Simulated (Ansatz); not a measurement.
# C3H10Si2: small, medium and large basis sets

An exercise on one series of results from a longer session: the logs are not shown, and one member is left open.

Program: Ansatz 0.2.0, Gaussian basis. Level of theory: one geometry, several basis sets. These are calculated values, not measurements.

Plan: PBE0-D4/def2-SVP; ωB97M-V/def2-SVP; PBE0-D4/def2-QZVPP; ωB97M-V/def2-QZVPP; the functionals' def2-TZVPP values are taken from earlier runs.

## The geometry

The geometry comes from an earlier relaxation with PBE0-D4 in a triple-zeta def2 set; it is a stationary point, not always the lowest conformer.

15 atoms, charge 0, spin multiplicity 1.

Atoms are counted from 1 here; the program's logs count them from 0.

Bond lengths: C1–C2 1.337 Å, C1–H6 1.089 Å, C1–H7 1.089 Å, C2–Si3 1.864 Å, C2–Si4 1.869 Å, Si3–H8 1.489 Å, Si3–H9 1.488 Å, Si3–H10 1.489 Å, Si4–C5 1.870 Å, Si4–H11 1.491 Å, Si4–H12 1.491 Å, C5–H13 1.093 Å, C5–H14 1.093 Å, C5–H15 1.093 Å. Angles: C2–C1–H6 122.5°, C2–C1–H7 122.1°, H6–C1–H7 115.4°, C1–C2–Si3 119.1°, C1–C2–Si4 119.5°, Si3–C2–Si4 121.4°, C2–Si3–H8 110.7°, C2–Si3–H9 109.7°, C2–Si3–H10 110.7°, H8–Si3–H9 109.4°, H8–Si3–H10 107.2°, H9–Si3–H10 109.1°, C2–Si4–C5 111.4°, C2–Si4–H11 107.9°, C2–Si4–H12 109.2°, C5–Si4–H11 110.7°, C5–Si4–H12 109.1°, H11–Si4–H12 108.5° and more.

Set-up of the first run:

File in.yaml:

```yaml
crystal:
  periodic: [false, false, false]
  atoms:
    - {symbol: C, position_ang: [-0.109049, 1.043461, 1.828750]}
    - {symbol: C, position_ang: [-0.359766, 0.298025, 0.747147]}
    - {symbol: Si, position_ang: [-1.951805, 0.561138, -0.186437]}
    - {symbol: Si, position_ang: [0.889769, -0.979176, 0.198805]}
    - {symbol: C, position_ang: [1.505394, -0.630648, -1.532626]}
    - {symbol: H, position_ang: [-0.800940, 1.803747, 2.188941]}
    - {symbol: H, position_ang: [0.803347, 0.928913, 2.412670]}
    - {symbol: H, position_ang: [-2.745134, -0.697373, -0.236623]}
    - {symbol: H, position_ang: [-2.752330, 1.624919, 0.478404]}
    - {symbol: H, position_ang: [-1.676676, 0.965717, -1.593124]}
    - {symbol: H, position_ang: [2.018992, -0.963586, 1.171970]}
    - {symbol: H, position_ang: [0.257254, -2.328947, 0.228295]}
    - {symbol: H, position_ang: [1.974626, 0.354498, -1.586298]}
    - {symbol: H, position_ang: [2.241459, -1.377873, -1.838640]}
    - {symbol: H, position_ang: [0.683158, -0.653614, -2.252036]}
basis:
  gaussian: {orbitals: def2-SVP}
hamiltonian: {xc: pbe0, dispersion: d4}
output: {orbitals: {seedname: orbitals}}
```

On the command line:

```sh
$ ansatz run in.yaml --threads 4 --pin off --events-out ev --progress --plain --max-ram 10444MiB
```

Steps of the session up to this table: PBE0-D4 in def2-SVP; ωB97M-V in def2-SVP; PBE0-D4 in def2-QZVPP; ωB97M-V in def2-QZVPP.

One of the session's tables, all rows but one given; the rest of the session is left out.

It belongs to the step «Density functionals: the series». 

| functional | basis | HOMO (eV) |
| --- | --- | --- |
| PBE0-D4 | def2-SVP | ? |
| PBE0-D4 | def2-TZVPP | -7.99 |
| PBE0-D4 | def2-QZVPP | -7.99 |
| ωB97M-V | def2-SVP | -10.12 |
| ωB97M-V | def2-TZVPP | -10.19 |
| ωB97M-V | def2-QZVPP | -10.19 |

Q: Estimate the row for PBE0-D4, def2-SVP from the others.

**Answer.** HOMO (eV): -7.95. In the column «HOMO (eV)» it is the highest.
